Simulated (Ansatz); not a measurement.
# AlGaH+ (singlet): wave-function methods side by side, cc-pVTZ

An exercise on one series of results from a longer session: the logs are not shown, and one member is left open.

Program: Ansatz 0.2.0, Gaussian basis. Level of theory: cc-pVTZ, core rule «outside noble gas», up to 19 orbitals frozen. These are calculated values, not measurements.

To be run: UHF; CCSD(T) on RHF; CCSD(T) on UHF; BCCD(T) on RHF; CCSDT(Q) on RHF; CCSDT(Q) on UHF; CASSCF and MRCISD+Q, 6 electrons in 9 orbitals; CASSCF and NEVPT2, 6 electrons in 9 orbitals.

20 further runs of the same task are left out: 1 for a known fault of the program, 10 that didn't finish, 9 set aside as unsound or not needed. Runs told in other sessions of the task aren't counted.

## The geometry

The geometry is a PBE0/def2-TZVP stationary point (not a proven minimum) of the parent state, kept for this charge and spin. No spin-orbit coupling is included. The filled d shell of Ga may be among the frozen orbitals whatever the setting's name suggests.

3 atoms, charge 1, spin multiplicity 1.

Atoms are counted from 1 here; the program's logs count them from 0.

Bond lengths: Al1–Ga2 2.671 Å, Al1–H3 1.622 Å. Angles: Ga2–Al1–H3 180.0°.

As a file:

```xyz
3
charge 1, multiplicity 1
Al    0.0000    0.0000    0.3496
Ga    0.0000    0.0000   -2.3209
H     0.0000    0.0000    1.9714
```

Set-up of the first run:

in.yaml reads:

```yaml
crystal:
  periodic: [false, false, false]
  atoms:
    - {symbol: Al, position_ang: [0.000000, 0.000000, 0.349567]}
    - {symbol: Ga, position_ang: [0.000000, 0.000000, -2.320933]}
    - {symbol: H, position_ang: [0.000000, 0.000000, 1.971367]}
basis:
  gaussian: {orbitals: cc-pVTZ}
total_charge: 1
magnetization: {spin_polarized: true, initial_magnetization: 0}
hamiltonian: {xc: hf}
output: {orbitals: {seedname: orbitals}}
```

On the command line:

```console
$ ansatz run in.yaml --threads 1 --pin off --events-out ev --progress --plain --max-ram 2393MiB
```

Steps of the session up to this table: UHF; CCSD(T) on RHF; CCSD(T) on UHF; BCCD(T) on RHF; CCSDT(Q) on RHF; CCSDT(Q) on UHF; CASSCF and MRCISD+Q, 6 electrons in 9 orbitals; CASSCF and NEVPT2, 6 electrons in 9 orbitals.

One table of the session follows, with a row left open; its other results are not shown here.

It belongs to the step «Misses and costs». 

| method | from RCCSDT(Q) (kJ/mol) |
| --- | --- |
| RHF | +337.7 |
| UHF | +336.3 |
| RMP2 | +86.7 |
| RCCSD | +10.5 |
| RCCSD(T) | +2.3 |
| BCCD(T) | +2.3 |
| RCCSDT | +0.4 |
| RCCSDT(Q) | 0 |
| CASSCF valence | +132.7 |
| NEVPT2 valence | +42.0 |
| MRCISD valence | +5.7 |
| MRCISD+Q valence | ? |

Q: Estimate the row for MRCISD+Q valence from the others.

**Answer.** from RCCSDT(Q) (kJ/mol): +1.3. In the column «from RCCSDT(Q) (kJ/mol)» it lies between RCCSDT (+0.4) and RCCSD(T) (+2.3).

Not comparable, so not listed: CCSD(T) on UHF; CCSDT(Q) on UHF (they don't share determinant, frozen orbitals or solution with the rows shown, or repeat one).

To keep in mind: Warnings: restricted reference is unstable; spin contamination.
